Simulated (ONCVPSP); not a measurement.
# An ONCV potential for Ho, from input to tests

Do these settings give a usable potential? It is generated, then checked for transferability, scattering, ghosts and hardness.

The numbers are computed with ONCVPSP 4.0.1 (PBE, scalar-relativistic, spin-unpolarised reference atom).

15 further runs of the same task are left out: 3 that didn't finish, 12 set aside as unsound or not needed.

**1. Settings**

Typed settings, in words:

```
element                 : holmium (Ho, Z = 67)
type                    : optimised norm-conserving Vanderbilt (ONCV)
frozen core             : [Xe]
valence charge          : 13
reference configuration : 4f10 5d1 6s2
partial waves           : 6s: rc 3.55 bohr, ncon 4, nbas 8, qcut 2.3 1/bohr, 2 projectors, debl 2.2 Ha; p scattering state at 0.06 Ha: rc 3.60 bohr, ncon 3, nbas 6, qcut 2.6 1/bohr, 2 projectors, debl 4 Ha; 5d: rc 3.05 bohr, ncon 4, nbas 8, qcut 4.3 1/bohr, 1 projector; 4f: rc 1.20 bohr, ncon 3, nbas 8, qcut 13.1 1/bohr, 2 projectors, debl 0.5 Ha
local potential         : polynomial inside 0.80 bohr (lpopt 5, dvloc0 0 Ha)
core correction         : not asked for
```

The nodes and maxima of the atom's own shells, from an earlier all-electron run, set the scale for the radii.

All-electron outer shells of the reference configuration (PBE, scalar-relativistic, ld1.x):

```csv
shell,level (eV),outermost node (bohr),outermost maximum (bohr)
5p,-29.13,0.66,1.28
4f,-9.36,–,0.52
6s,-4.34,1.52,3.26
5d,-2.20,0.74,1.91
6p,-1.33,1.84,4.46
```

**2. Generating the potential**

The input, Ho.dat:

```
# ATOM AND REFERENCE CONFIGURATION
# atsym  z   nc   nv     iexc    psfile
  Ho 67.00   11    3        4      upf
#
#   n    l    f
    1    0    2.00
    2    0    2.00
    2    1    6.00
    3    0    2.00
    3    1    6.00
    3    2   10.00
    4    0    2.00
    4    1    6.00
    4    2   10.00
    5    0    2.00
    5    1    6.00
    4    3   10.00
    5    2    1.00
    6    0    2.00
#
# PSEUDOPOTENTIAL AND OPTIMIZATION
# lmax
    3
#
#   l,   rc,      ep,       ncon, nbas, qcut
    0    3.55    0.00    4    8    2.30
    1    3.60    0.06    3    6    2.60
    2    3.05    0.00    4    8    4.30
    3    1.20    0.00    3    8   13.10
#
# LOCAL POTENTIAL
# lloc, lpopt,  rc(5),   dvloc0
    4    5    0.80    0.00
#
# VANDERBILT-KLEINMAN-BYLANDER PROJECTORs
# l, nproj, debl
    0    2    2.20
    1    2    4.00
    2    1    2.30
    3    2    0.50
#
# MODEL CORE CHARGE
# icmod, fcfact, rcfact
    0    0.00    0.00
#
# LOG DERIVATIVE ANALYSIS
# epsh1, epsh2, depsh
   -2.00    5.00    0.02
#
# OUTPUT GRID
# rlmax, drl
    6.00    0.01
#
# TEST CONFIGURATIONS
# ncnf
    4
# nvcnf
#   n    l    f
    3
    4    3   11.00
    5    2    0.00
    6    0    2.00
#
    3
    4    3   11.00
    5    2    0.00
    6    0    1.00
#
    3
    4    3   11.00
    5    2    0.00
    6    0    0.00
#
    3
    4    3   12.00
    5    2    0.00
    6    0    0.00
#
```

Run with:

```console
$ oncvpsp.x < Ho.dat > Ho.out
```

Q: Predict the outcome of this session. Wanted: cutoffs for 1 and 0.1 mHa per electron, occupied waves; bound ghosts; GHOST(+) flags; largest test error; largest phase difference near zero energy, channels read; projector energies reset by the program.

The runs gave:

| quantity | value |
| --- | --- |
| cutoffs for 1 and 0.1 mHa per electron, occupied waves | 77 Ha and 86 Ha |
| bound ghosts | s at -442.03 eV, s at -35.44 eV, p at -245.85 eV |
| GHOST(+) flags | d at 54 eV |
| largest test error (AE − PS) | -229 meV, for 4f11 5d0 6s0 (2 tests unsolved) |
| largest phase difference near zero energy, channels read | 0.034 rad |
| projector energies reset by the program | p: 0.050, 4.050 Ha |

What this shows: It has a bound ghost (s, p), a state that the atom doesn't have, and that rules the file out. Close by lies the frozen 4s level (-417.1 eV). The worst unpolarised test, 4f11 5d0 6s0, is off by 229 meV on 13.5 eV; by total energies transferability rates as poor. Of the tests 2 gave no usable energy difference, which is a warning in itself. It counts as very hard, with 77 Ha needed at the looser tolerance. At the looser tolerance the 4f wave is the slowest; 5d needs 7 Ha. Near zero energy the largest phase difference among the channels read is 0.03 rad, in the p channel. The pseudo curves have a pole with no partner nearby in the atom's: s at -1.30 Ha. The program also flags highly localised states, GHOST(+) (d).
